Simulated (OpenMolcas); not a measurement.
# Ni⁴⁺ in K2NaGaF6: CASSCF levels and susceptibility

Which state of Ni⁴⁺ lies lowest among these ligands, how large is the field, and what χT follows?

The numbers are computed with OpenMolcas 26.06 (state-averaged CASSCF, spin-orbit coupling by RASSI with atomic mean-field integrals), except any that are marked as measured or tabulated.

1 further run of the same task is left out (it didn't finish).

### Step 1. The atom as given

| Quantity | Value |
| --- | --- |
| Species | Ni⁴⁺ (nickel, Z = 28, 24 electrons) |
| Basis | ANO-RCC-VTZP [6s5p3d2f1g], 167 functions with the ligands |
| Scalar Hamiltonian | DKH2, point nucleus |
| Inactive shells | 1s 2s 2p 3s 3p of the metal, and all ligand shells |
| Active space | 6 electrons in 5 orbitals (3d) |
| Some configurations of this space | 3d6 |
| Orbitals | optimised for each spin and parity, averaged over all roots |

The outer shells:

3d6
```
3d [↑↓][↑ ][↑ ][↑ ][↑ ]
```

Ni⁴⁺ is taken with its 6 nearest fluoride ions at 1.842 Å, on the cation site of K2NaGaF6 (a = 8.246 Å). The rest of the host is ab initio model potentials to 7.6 Å, with orthogonalisation functions on the cations behind the ligands, and point charges beyond; the distance is set by hand, nothing relaxes, and no local charge compensation is placed. Ligand basis ANO-RCC-VDZP.

```xyz
15

Ni    0.0000    0.0000    0.0000
F     1.8420    0.0000    0.0000
F     0.0000    1.8420    0.0000
F    -1.8420    0.0000    0.0000
F     0.0000   -1.8420    0.0000
F     0.0000    0.0000    1.8420
F     0.0000    0.0000   -1.8420
K     2.0615   -2.0615   -2.0615
K    -2.0615    2.0615    2.0615
K     2.0615   -2.0615    2.0615
K    -2.0615    2.0615   -2.0615
K     2.0615    2.0615   -2.0615
K    -2.0615   -2.0615    2.0615
K     2.0615    2.0615    2.0615
K    -2.0615   -2.0615   -2.0615
```

Each step is its own input file, run in one work folder so that later steps find the files of earlier ones. Labels, J, g values, rates, χT and fits are worked out afterwards by a script from the matrices that RASSI stores.

### Step 2. Basis and integrals

Contents of a.inp:

```
&GATEWAY
Basis set
Ni.ANO-RCC-VTZP.
Ni1 0.0 0.0 0.0 Angstrom
End of basis
Basis set
F.ANO-RCC-VDZP.
L1 1.842000 0.000000 0.000000 Angstrom
L2 0.000000 1.842000 0.000000 Angstrom
L3 0.000000 0.000000 1.842000 Angstrom
End of basis
Basis set
Na.EMB-AIMP.Barandiaran.6s3p.1s1p.ECP.K2NaGaF6.
PseudoCharge
* 3 symmetry-unique lattice sites within 7.6 angstrom
End of basis
Basis set
K.EMB-AIMP.Barandiaran.0s.0s.ECP.K2NaGaF6.
PseudoCharge
* 16 symmetry-unique lattice sites within 7.6 angstrom
End of basis
Basis set
Na.EMB-AIMP.Barandiaran.0s.0s.ECP.K2NaGaF6.
PseudoCharge
* 4 symmetry-unique lattice sites within 7.6 angstrom
End of basis
Basis set
F.EMB-AIMP.Barandiaran.0s.0s.ECP.K2NaGaF6.
PseudoCharge
* 39 symmetry-unique lattice sites within 7.6 angstrom
End of basis
Basis set
Ga.EMB-AIMP.Barandiaran.0s.0s.ECP.K2NaGaF6.
PseudoCharge
* 6 symmetry-unique lattice sites within 7.6 angstrom
End of basis
Symmetry
XYZ
AngMom=0.0 0.0 0.0
AMFI
RICD
XField
1521 Angstrom 0
* Evjen-weighted lattice charges
&SEWARD
```

Started as:

```sh
> OMP_NUM_THREADS=1 MOLCAS_MEM=2457 MOLCAS_PROJECT=a pymolcas a.inp > a.log
```

### Step 3. CASSCF: quintets, 5 roots

Contents of a.inp:

```
&RASSCF
FileOrb=start.orb
Symmetry=1
Spin=5
nActEl=6 0 0
Inactive=18 21
Ras2=5 0
CIRoot=5 5 1
SDav=5
CIMx=300
Iter=150 100
PrWF=0.3
OrbListing=Nothing
MaxOrb=0
LevShft=1.0
>>> COPY $Project.JobIph JOB001
```

start.orb holds start orbitals that the driver prepared beforehand, or those of the step before.

### Step 4. CASSCF: triplets, 45 roots

Contents of a.inp:

```
&RASSCF
FileOrb=start.orb
Symmetry=1
Spin=3
nActEl=6 0 0
Inactive=18 21
Ras2=5 0
CIRoot=45 45 1
SDav=45
CIMx=300
Iter=150 100
PrWF=0.3
OrbListing=Nothing
MaxOrb=0
LevShft=1.0
>>> COPY $Project.JobIph JOB002
```

### Step 5. Reference wave functions, singlets, 50 roots

Contents of a.inp:

```
&RASSCF
FileOrb=start.orb
Symmetry=1
Spin=1
nActEl=6 0 0
Inactive=18 21
Ras2=5 0
CIRoot=50 50 1
SDav=50
CIMx=300
Iter=150 100
PrWF=0.3
OrbListing=Nothing
MaxOrb=0
LevShft=1.0
>>> COPY $Project.JobIph JOB003
```

### Step 6. State interaction with spin-orbit coupling

Contents of a.inp:

```
&RASSI
NrOfJobIphs=3 5 45 50
1 2 3 4 5
1 2 3 4 5 6 7 8 9 10 11 12 13 14 15 16 17 18 19 20 21 22 23 24 25 26 27
28 29 30 31 32 33 34 35 36 37 38 39 40 41 42 43 44 45
1 2 3 4 5 6 7 8 9 10 11 12 13 14 15 16 17 18 19 20 21 22 23 24 25 26 27
28 29 30 31 32 33 34 35 36 37 38 39 40 41 42 43 44 45 46 47 48 49 50
IphNames
JOB001
JOB002
JOB003
EJob
SpinOrbit
DIPRint=1.0
SOCoupling=1000.0
Subsets=2
Property=9
'ANGMOM' 1 'ANGMOM' 2 'ANGMOM' 3 'MLTPL  1' 1 'MLTPL  1' 2 'MLTPL  1' 3
'AMFI' 1 'AMFI' 2 'AMFI' 3
SOProperty=3
'ANGMOM' 1 'ANGMOM' 2 'ANGMOM' 3
```

Q: Predict the outcome of this session. Wanted: spin-free ground state; first state of the same spin within the active space; lowest level; next level.

The runs gave:

| quantity | value |
| --- | --- |
| method | CASSCF |
| spin-free ground state | 5T2, 3-fold in its orbital part |
| first state of the same spin within the active space | 5E at 18000 cm⁻¹ |
| lowest level | 3-fold T2 |
| next level | 327.1 cm⁻¹ |
| χT at 300 K | 4.10 cm³ K/mol |
| effective moment at 300 K | 5.72 μB |

What this shows: The spin-free ground state (5T2) is 3-fold and keeps the highest spin of the shell. χT at 300 K is 4.10, against 3.01 cm³ K/mol for the spin alone, so orbital moment adds to it. An active space of the d shell alone favours high spin; real ions in strong fields can be low spin. A ligand-field fit to the states below 45000 cm-1 gives 10Dq = 17178 cm-1, B = 847 cm-1 and C = 4455 cm-1 (C/B = 5.26), with a deviation of 1092 cm-1. With metal d orbitals alone active, the gaps between spin states are rough; where two lie within a few thousand cm-1, their order is open. The bonds are covalent and no ligand orbital is active, so the numbers are rough.
